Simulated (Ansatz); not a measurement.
**AlGaNH (quintet): from Hartree-Fock to the top rungs, cc-pVDZ**

An exercise on one series of results from a longer session: the logs are not shown, and one member is left open.

Computed with Ansatz 0.2.0, Gaussian basis. Level: cc-pVDZ, core rule «outside noble gas», up to 20 orbitals frozen.

To be run: UHF; CCSD(T) on ROHF; CCSD(T) on UHF; BCCD(T) on ROHF; CISD as a restricted active space (open shells left free, so some higher excitations enter); CCSDT(Q) on ROHF; CCSDT(Q) on UHF.

29 further runs of the same task are left out: 1 for a known fault of the program, 15 that didn't finish, 13 set aside as unsound or not needed. Runs told in other sessions of the task aren't counted.

## What is computed

The geometry is a PBE0/def2-TZVP stationary point (not a proven minimum) of the parent state, kept for this charge and spin. No spin-orbit coupling is included. The filled d shell of Ga may be among the frozen orbitals whatever the setting's name suggests.

4 atoms, charge 0, spin multiplicity 5.

Atoms are counted from 1 here; the program's logs count them from 0.

Bond lengths: Al1–Ga2 2.500 Å, Ga2–N3 1.751 Å, N3–H4 1.022 Å. Angles: Al1–Ga2–N3 166.9°, Ga2–N3–H4 114.7°.

The first run:

in.yaml reads:

```yaml
crystal:
  periodic: [false, false, false]
  atoms:
    - {symbol: Al, position_ang: [0.000021, -0.136638, 2.881445]}
    - {symbol: Ga, position_ang: [0.000052, -0.021326, 0.384016]}
    - {symbol: N, position_ang: [0.000018, -0.338664, -1.338437]}
    - {symbol: H, position_ang: [-0.000090, 0.496627, -1.927023]}
basis:
  gaussian: {orbitals: cc-pVDZ}
magnetization: {spin_polarized: true, initial_magnetization: 4}
hamiltonian: {xc: hf}
output: {orbitals: {seedname: orbitals}}
```

Started as:

```console
ansatz run in.yaml --threads 1 --pin off --events-out ev --progress --plain --max-ram 2393MiB
```

Among the steps run: UHF; CCSD(T) on ROHF; CCSD(T) on UHF; BCCD(T) on ROHF; CISD as a restricted active space (open shells left free, so some higher excitations enter); CCSDT(Q) on ROHF; CCSDT(Q) on UHF.

One table of the session follows, with a row left open; its other results are not shown here.

It belongs to the step «Misses and costs». 

```
   method  from UCCSDT(Q) (kJ/mol)
     ROHF                   +679.5
      UHF                   +663.7
     RMP2                   +120.2
     UMP2                   +119.8
    RCCSD                    +32.3
    UCCSD                        ?
 RCCSD(T)                     +8.3
 UCCSD(T)                     +7.9
  BCCD(T)                     +7.9
   RCCSDT                     +2.8
   UCCSDT                     +2.4
RCCSDT(Q)                     +0.5
UCCSDT(Q)                        0
```

Q: Estimate the row for UCCSD from the others.

As computed: from UCCSDT(Q) (kJ/mol): +31.5. In the column «from UCCSDT(Q) (kJ/mol)» it lies between RCCSD(T) (+8.3) and RCCSD (+32.3).

Not comparable, so not listed: CISD as a restricted active space (open shells left free, so some higher excitations enter) (they don't share determinant, frozen orbitals or solution with the rows shown, or repeat one).

Caveats from the session: Restricted and unrestricted rows rest on different reference determinants; a gap between their highest levels can come from leftover correlation error, from unlike frozen cores or from another state.
